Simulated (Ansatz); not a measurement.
**EuGe2 (P-3m1): which electronic and magnetic state is lowest**

An exercise on one series of results from a longer session: the logs are not shown, and one member is left open.

Program: Ansatz 0.2.0. Level of theory: DFT LDA+U (U_eff = 4 eV on Eu 4f), scalar-relativistic, plane waves, PAW. These are calculated values, not measurements.

3 further runs of the same task are left out: 2 that didn't finish, 1 set aside as unsound or not needed.

## The structure to begin with

It takes space group P-3m1 (No. 164, trigonal). The conventional cell has a = 4.358 Å, b = 4.358 Å, c = 4.291 Å, α = 90.00°, β = 90.00°, γ = 120.00°. Eu (site symmetry -3m) is surrounded by 12 Ge at 3.26 to 3.35 Å. Ge (site symmetry 3m) is surrounded by 3 Ge at 2.52 Å.

Structure file:

```xyz
3
Lattice="4.3583 0.0000 0.0000 -2.1791 3.7744 0.0000 0.0000 0.0000 4.2906" Properties=species:S:1:pos:R:3 pbc="T T T"
Eu    0.0000    0.0000    0.0000
Ge    2.1791    1.2581    2.2128
Ge    0.0000    2.5162    2.0778
```

The cell is the database one, not relaxed. At LDA+U (U_eff = 4 eV on Eu 4f), an earlier run found -2.94 GPa for this cell of 23.526 Å³/atom (8×8×8 mesh), no gap, moments in the atoms' spheres Eu 6.87 μB.

The first run:

input.yaml reads:

```yaml
crystal:
  lattice:
    - [4.3582520061, 0.0, 0.0]
    - [-2.179126003, 3.7743569534, 0.0]
    - [0.0, 0.0, 4.2906274501]
  atoms:
    - { symbol: Eu, position: [0.0, 0.0, 0.0] }
    - { symbol: Ge, position: [0.6666666667, 0.3333333333, 0.51573293] }
    - { symbol: Ge, position: [0.3333333333, 0.6666666667, 0.48426707] }
basis:
  ecutwfc: 420
  ecutrho_ratio: 4
kpoints:
  mp_grid: { grid: [8, 8, 8] }
hamiltonian:
  xc: lda
  hubbard: { sites: [{ species: Eu, l: f, u_eff: 4.0 }] }
scf:
  occupations: { method: gaussian, width: 0.05 }
output:
  forces: true
  stress: true
  eigenvalues: true
  populations: true
  hubbard: { sites: [{ species: Eu, l: f }] }
```

Started as:

```bash
$ ansatz run input.yaml --threads 4 --pin off --max-ram 9216MiB --backend cpu --events-out ev --progress --plain --runs-dir out
```

Steps of the session up to this table: No spin polarisation; Seeding on a coarse mesh: antiferromagnetic, doubled cell, propagation vector (0, 0, 1/2); Antiferromagnetic, doubled cell, propagation vector (0, 0, 1/2); Seeding on a coarse mesh: antiferromagnetic, doubled cell, propagation vector (0, 1/2, 0); Antiferromagnetic, doubled cell, propagation vector (0, 1/2, 0); Seeding on a coarse mesh: antiferromagnetic, doubled cell, propagation vector (0, 1/2, 1/2); Antiferromagnetic, doubled cell, propagation vector (0, 1/2, 1/2); Seeding on a coarse mesh: small parallel starting moments; Small parallel starting moments.

One of the session's tables, all rows but one given; the rest of the session is left out.

It belongs to the step «The magnetic starts side by side». 

| start | from the base state (meV/atom) | pressure (GPa) |
| --- | --- | --- |
| ferromagnetic | 0.0 | -2.94 |
| no spin polarisation | 2792.2 | -5.94 |
| antiferromagnetic, doubled cell, propagation vector (0, 0, 1/2) | -3.6 | -2.97 |
| antiferromagnetic, doubled cell, propagation vector (0, 1/2, 0) | -2.5 | -2.88 |
| antiferromagnetic, doubled cell, propagation vector (0, 1/2, 1/2) | ? | ? |
| small parallel starting moments | 0.0 | -2.94 |

**Question.** Estimate the row for antiferromagnetic, doubled cell, propagation vector (0, 1/2, 1/2).

**Answer.** from the base state (meV/atom): -1.7; pressure (GPa): -2.90. In the column «from the base state (meV/atom)» it lies between antiferromagnetic, doubled cell, propagation vector (0, 1/2, 0) (-2.5) and ferromagnetic (0.0).

Propagation vectors are in units of the typed cell's reciprocal vectors.

Caveats from the session: Warnings in the runs' records: filled band counts differ across k points, stability check not made, given moment on shells.
